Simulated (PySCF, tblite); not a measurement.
# C6H6N2: geometry, infrared bands and NMR shifts

Wanted: the infrared bands and NMR shifts of C6H6N2 (`CCC=C(C#N)C#N`), by calculation.

The runs use tblite 0.8.0 and PySCF 2.14.0, with density-fitted response routines of our own; the level of theory stands in each step. All values are computed, except where a source is named. Atoms count from 0, in the outputs and in this text.

### 1 The starting structure

14 atoms, charge 0, multiplicity 1; geometry from: force field or distance geometry start.

Bonds of the start (Å): C0–C1 1.48, C1–C2 1.50, C2–C3 1.34, C3–C4 1.47, C4–N5 1.15, C3–C6 1.43, C6–N7 1.17, C0–H8 1.10, C0–H9 1.12, C0–H10 1.14, C1–H11 1.12, C1–H12 1.11, C2–H13 1.09.

### 2 Relaxing the molecule with GFN2-xTB

What the job is given:

```
{"job": {"kind": "relax", "xc": "GFN2-xTB", "basis": "xTB"}, "charge": 0, "multiplicity": 1}
C     -1.623400    -0.335800    -1.177200
C     -0.345600    -0.777400    -0.582500
C     -0.058700    -0.234600     0.785200
C      1.038400     0.519500     0.943900
C      1.337800     1.066300     2.272300
N      1.578200     1.494700     3.310600
C      1.911500     0.749600    -0.168000
N      2.632700     0.963100    -1.069500
H     -1.678100     0.753900    -1.319400
H     -1.690500    -0.779800    -2.202000
H     -2.530700    -0.716700    -0.608800
H      0.471300    -0.389500    -1.239600
H     -0.301900    -1.889200    -0.577400
H     -0.741900    -0.424700     1.610300
```

Launch:

```console
> OMP_NUM_THREADS=1 python probes_run.py task.json out
```

One launch serves the whole session: the jobs run in the order shown.

**Question.** This job is followed by: GFN2-xTB harmonic vibrations, gas phase; GIAO PBE0/pcSseg-1 NMR shielding, non-relativistic, gas phase. Predict these results of the whole session: strongest single infrared mode (GFN2-xTB); zero-point energy (GFN2-xTB); ¹³C shifts against TMS (PBE0/pcSseg-1); ¹H shifts against TMS (PBE0/pcSseg-1, means over atoms taken as alike); ¹⁵N shifts against NH3 (PBE0/pcSseg-1); surface potential, 1st and 99th percentile.

The runs gave:

| quantity | value |
| --- | --- |
| strongest single infrared mode (GFN2-xTB) | 2364 cm⁻¹, 227 km/mol |
| zero-point energy (GFN2-xTB) | 65.5 kcal/mol |
| ¹³C shifts against TMS (PBE0/pcSseg-1) | 181.5, 118.5, 116.8, 93.1, 32.3, 14.9 ppm |
| ¹H shifts against TMS (PBE0/pcSseg-1, means over atoms taken as alike) | 7.45, 2.74, 1.24 ppm |
| ¹⁵N shifts against NH3 (PBE0/pcSseg-1) | 331.0, 320.3 ppm |
| surface potential, 1st and 99th percentile | -1.55 V and 1.72 V |

In words: Over 56 steps the energy fell by 0.359 eV; of the close pairs, C0–C1 changed most, 1.477 to 1.531 Å. No mode is imaginary among the 36: a minimum at this level. The strongest single mode, at 2364 cm⁻¹, is spread over several atoms, C6, C4, N7, N5 among them. GFN2-xTB is a fitted tight-binding method: band positions and strengths are rough. Its intensities can rank the bands wrongly. H13 (hydrogen on an alkene CH) lies farthest downfield among hydrogen, at 7.45 ppm; attached to an sp2 carbon and in the plane of the double bond. By nearest atom (PBE0/pcSseg-1), the HOMO sits on C2, C3 about 23 % each; N5, N7 about 17 % each and the LUMO on C2 35 %; C3 18 %.
